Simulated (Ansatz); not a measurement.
Wanted: the native input for an Ansatz 0.2.0 run.

| Property | Result |
| --- | --- |
| Task | band structure |
| Functional | PBEsol |
| Potentials or basis | Ansatz PAW |
| Cutoff | 420 eV (not typed: the program's choice for these potentials) |
| k mesh | 7 × 7 × 7 |
| Occupations | fermi-dirac, width 0.05 eV |
| Spin | spin-orbit coupling, no magnetisation |
| Path | [["G", "X", "M", "G", "R", "X"], ["M", "R"]] |
| Points for each segment of the path | 14 |

Crystal: HfRu3.

```
Hf Ru
1.0
     3.95577    0.00000    0.00000
     0.00000    3.95577    0.00000
     0.00000    0.00000    3.95577
Hf Ru
1 3
Direct
  0.00000 0.00000 0.00000
  0.00000 0.50000 0.50000
  0.50000 0.00000 0.50000
  0.50000 0.50000 0.00000
```

The cell comes from a database or a generator and needn't be the stable form of this composition.

The input as run:

input.yaml

```yaml
crystal:
  lattice:
    - [3.955773, 0.0, 0.0]
    - [0.0, 3.955773, 0.0]
    - [0.0, 0.0, 3.955773]
  atoms:
    - { symbol: Hf, position: [0.0, 0.0, 0.0] }
    - { symbol: Ru, position: [0.0, 0.5, 0.5] }
    - { symbol: Ru, position: [0.5, 0.0, 0.5] }
    - { symbol: Ru, position: [0.5, 0.5, 0.0] }
hamiltonian:
  xc: pbesol
  pseudopotentials: { kind: paw_fr }
magnetization:
  noncollinear: true
  spin_orbit: true
kpoints:
  mp_grid: { grid: [7, 7, 7] }
  band_path:
    path:
      - [[0.0, 0.0, 0.0], [0.0, 0.5, 0.0], [0.5, 0.5, 0.0], [0.0, 0.0, 0.0], [0.5, 0.5, 0.5], [0.0, 0.5, 0.0]]
      - [[0.5, 0.5, 0.0], [0.5, 0.5, 0.5]]
    npoints: 14
scf:
  occupations: { method: fermi_dirac, width: 0.05 }
  n_extra_bands: 10
output:
  forces: true
  stress: true
  eigenvalues: true
  fatbands: false
```

Potentials or basis: Ansatz PAW.

The run is started by

```bash
$ ansatz run input.yaml --threads 2 --pin off --max-ram 5632MiB --backend cpu --events-out ev --progress --plain --runs-dir out
```

It gave:

```yaml
Pressure: -9.7 GPa
Band_gap_on_the_k_mesh: none (metal or under the smearing width)
```

Caveat: the PAW data sets come from PBE, with cores solved anew for the run's functional, which leaves a small shift of forces and pressure.

Run time: 33 s on 2 threads of Intel(R) Xeon(R) Platinum 8488C (Sapphire Rapids), on a shared host, peak memory 0.83 GiB.
